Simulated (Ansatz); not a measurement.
# GaPH2 (triplet): the correlation ladder at a displaced geometry (v2), cc-pVDZ

How much of the correlation energy of GaPH2 (triplet) does each wave-function method recover here?

The runs use Ansatz 0.2.0, Gaussian basis; cc-pVDZ, core rule «outside noble gas», up to 19 orbitals frozen.

To be run: UHF; CCSD(T) on ROHF; CCSD(T) on UHF; BCCD(T) on ROHF; CISD; CCSDT(Q) on ROHF; CCSDT(Q) on UHF.

52 further runs of the same task are left out: 16 for a known fault of the program, 17 that didn't finish, 19 set aside as unsound or not needed.

## (1) The system

The geometry is a PBE0/def2-TZVP stationary point (not a proven minimum) with its atoms shifted at random (size 0.100 Å). No spin-orbit coupling is included. The filled d shell of Ga may be among the frozen orbitals whatever the setting's name suggests; the logs give the count.

4 atoms, charge 0, spin multiplicity 3.

Atoms are counted from 1 here; the program's logs count them from 0.

Bond lengths: P1–Ga2 2.316 Å, Ga2–H3 1.605 Å, Ga2–H4 1.499 Å. Angles: P1–Ga2–H3 118.8°, P1–Ga2–H4 120.4°, H3–Ga2–H4 119.1°.

## (2) UHF

Contents of in.yaml:

```yaml
crystal:
  periodic: [false, false, false]
  atoms:
    - {symbol: P, position_ang: [0.112836, -0.004670, 1.629067]}
    - {symbol: Ga, position_ang: [-0.052038, 0.003704, -0.681541]}
    - {symbol: H, position_ang: [0.024582, -1.393673, -1.467172]}
    - {symbol: H, position_ang: [0.107691, 1.280964, -1.448957]}
basis:
  gaussian: {orbitals: cc-pVDZ}
magnetization: {spin_polarized: true, initial_magnetization: 2}
hamiltonian: {xc: hf}
output: {orbitals: {seedname: orbitals}}
```

Command:

```console
$ ansatz run in.yaml --threads 1 --pin off --events-out ev --progress --plain --max-ram 2393MiB
```

Further steps of the session: CCSD(T) on ROHF; CCSD(T) on UHF; BCCD(T) on ROHF; CISD; CCSDT(Q) on ROHF; CCSDT(Q) on UHF.

Q: Predict the results of all the runs planned. Wanted: UCCSDT(Q) below the RHF energy; RMP2 from UCCSDT(Q); UMP2 from UCCSDT(Q); RCCSD from UCCSDT(Q); RCCSD(T) from UCCSDT(Q); UCCSD(T) from UCCSDT(Q); RCCSDT(Q) from UCCSDT(Q); T1 diagnostic.

The runs gave:

| quantity | value |
| --- | --- |
| UCCSDT(Q) below the RHF energy | -5.0110 eV |
| RMP2 from UCCSDT(Q) | +1086.6 meV |
| UMP2 from UCCSDT(Q) | +1112.0 meV |
| RCCSD from UCCSDT(Q) | +145.7 meV |
| RCCSD(T) from UCCSDT(Q) | +34.1 meV |
| UCCSD(T) from UCCSDT(Q) | +33.4 meV |
| RCCSDT(Q) from UCCSDT(Q) | +0.6 meV |
| levels within 1 kcal/mol (43 meV) | RCCSD(T), UCCSD(T), BCCD(T), RCCSDT, UCCSDT, RCCSDT(Q) |
| T1 diagnostic | 0.018 |

In words: RCCSD(T) lands +34.1 meV from the yardstick (0.7 % of the correlation energy). These misses are within one basis, not against nature; the frozen cores of restricted and unrestricted runs differ, which can shift their rows.
